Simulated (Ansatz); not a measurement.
# GaH2O2− (SMILES [O-][GaH][OH]): one structure at several levels

An exercise on one series of results from a longer session: the logs are not shown, and one member is left open.

Method: single points in def2-TZVPPD; program: Ansatz 0.2.0, Gaussian basis.

Correlated methods freeze the cores. Filled d shells of the heavier atoms are correlated.

### Starting geometry

SMILES `[O-][GaH][OH]`, 5 atoms, charge -1, spin multiplicity 1.

Atoms are counted from 1 here; the program's logs count them from 0.

Bond lengths: O1–Ga2 1.897 Å, Ga2–O3 1.617 Å, Ga2–H4 1.492 Å, O3–H5 1.201 Å. Angles: O1–Ga2–O3 120.1°, O1–Ga2–H4 112.3°, O3–Ga2–H4 126.2°, Ga2–O3–H5 108.3°.

Geometry (Å):

| atom | x (Å) | y (Å) | z (Å) |
| --- | --- | --- | --- |
| O1 | -1.7554 | -0.8422 | 1.0765 |
| Ga2 | -0.3838 | 0.0076 | 0.0787 |
| O3 | 1.1509 | -0.0672 | 0.5822 |
| H4 | -0.8486 | 0.4357 | -1.2729 |
| H5 | 1.8544 | 0.3712 | -0.2869 |

The first run:

run/in.yaml

```yaml
crystal:
  periodic: [false, false, false]
  atoms:
    - {symbol: O, position_ang: [-1.755400, -0.842200, 1.076500]}
    - {symbol: Ga, position_ang: [-0.383800, 0.007600, 0.078700]}
    - {symbol: O, position_ang: [1.150900, -0.067200, 0.582200]}
    - {symbol: H, position_ang: [-0.848600, 0.435700, -1.272900]}
    - {symbol: H, position_ang: [1.854400, 0.371200, -0.286900]}
basis:
  gaussian: {orbitals: "def2-TZVPPD.json"}
total_charge: -1
correlation: {method: ccsd_t}
output: {forces: true}
```

The basis file named in the input lies beside it (Basis Set Exchange, JSON).

No record of the launch command was kept for these runs.

Steps of the session up to this table: CCSD(T)/def2-TZVPPD; PBE0-D4/def2-TZVPPD; wB97M-V/def2-TZVPPD; r2SCAN-D4/def2-TZVPPD; PBE-D4/def2-TZVPPD; wB97X-V/def2-TZVPPD; BHLYP-D4/def2-TZVPPD.

One of the session's tables, all rows but one given; the rest of the session is left out.

```
   method  RMS force component (eV/Å)  angle to CCSD(T) forces (°)
  CCSD(T)                       4.287                    reference
  PBE0-D4                       4.287                          2.4
  wB97M-V                       4.391                          2.1
r2SCAN-D4                           ?                            ?
   PBE-D4                       4.014                          2.6
  wB97X-V                       4.429                          2.7
 BHLYP-D4                       4.496                          4.3
```

**Question.** Estimate the row for r2SCAN-D4.

**Answer.** RMS force component (eV/Å): 4.136; angle to CCSD(T) forces (°): 1.7. In the column «RMS force component (eV/Å)» it lies between PBE-D4 (4.014) and CCSD(T) (4.287).
